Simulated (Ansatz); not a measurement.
# Cu+ with HF: structure and interaction energy

An exercise on one series of results from a longer session: the logs are not shown, and one member is left open.

Program: Ansatz 0.2.0, Gaussian basis. Level of theory: PBE0-D4 structure, single points in def2-TZVPPD. These are calculated values, not measurements.

Levels: PBE-D4, revPBE-D4, BLYP-D4, r2SCAN-D4, B97M-V, PBE0-D4, B3LYP-D4, HSE06-D4, wB97X-V, wB97M-V, B2PLYP, Hartree-Fock, MP2, CCSD, CCSD(T). The reference is CCSD(T) extrapolated to the basis limit. For elements past Ar these valence bases correlate outer-core shells poorly and lack relativity, so that limit is rough.

Correlated methods freeze the cores. The 3s and 3p shells of Cu and Zn are frozen; filled d shells are correlated. B3LYP uses VWN-RPA correlation. B2PLYP carries no dispersion term here.

163 further runs of the same task are left out: 163 set aside as unsound or not needed.

## The system as given

The pair, from a GFN2-xTB docking trial: 3 atoms, charge 1, spin multiplicity 1.

Atoms are counted from 1 here; the program's logs count them from 0.

Bond lengths: Cu1–F2 2.020 Å, F2–H3 0.952 Å. Angles: Cu1–F2–H3 177.0°.

As a file:

```xyz
3
charge 1, multiplicity 1
Cu    0.0755    0.0722   -1.6605
F    -0.0015   -0.0015    0.3569
H    -0.0740   -0.0708    1.3036
```

Atoms 1 to 1 are fragment A (Cu+), the rest fragment B (HF).

The first run:

pre/in.yaml

```yaml
crystal:
  periodic: [false, false, false]
  atoms:
    - {symbol: Cu, position_ang: [0.075500, 0.072200, -1.660500]}
    - {symbol: F, position_ang: [-0.001500, -0.001500, 0.356900]}
    - {symbol: H, position_ang: [-0.074000, -0.070800, 1.303600]}
basis:
  gaussian: {orbitals: def2-SVP}
total_charge: 1
hamiltonian: {xc: pbe, dispersion: d4}
relax: {f_tol: 0.03, max_steps: 250}
```

The run is started by

```sh
$ ansatz run in.yaml --threads 2 --pin off --events-out ev --progress --plain --max-ram 5222MiB
```

Steps of the session up to this table: A first relaxation in a small basis; Relaxation at PBE0-D4; wB97X-V/def2-TZVPPD; wB97M-V/def2-TZVPPD; B2PLYP/def2-TZVPPD; B97M-V/def2-TZVPPD; CCSD(T)/def2-TZVPPD; Hartree-Fock/STO-3G; SPW92/def2-SVP; wB97M-V/def2-SVP; CCSD(T)/def2-SVP; Vibrations of the pair.

One of the session's tables, all rows but one given; the rest of the session is left out.

```
      method  interaction (kJ/mol)
      PBE-D4                -99.59
   revPBE-D4                -87.95
     BLYP-D4                -98.65
   r2SCAN-D4               -107.28
      B97M-V               -103.63
     PBE0-D4                -92.32
    B3LYP-D4                -94.99
    HSE06-D4                -92.07
     wB97X-V                -91.13
     wB97M-V                -90.97
      B2PLYP                     ?
Hartree-Fock                -68.87
         MP2                -80.26
        CCSD                -78.17
     CCSD(T)                -79.71
 CCSD(T)/CBS                -88.79
```

**Question.** Estimate the row for B2PLYP.

**Answer.** interaction (kJ/mol): -89.23. In the column «interaction (kJ/mol)» it lies between wB97M-V (-90.97) and CCSD(T)/CBS (-88.79).
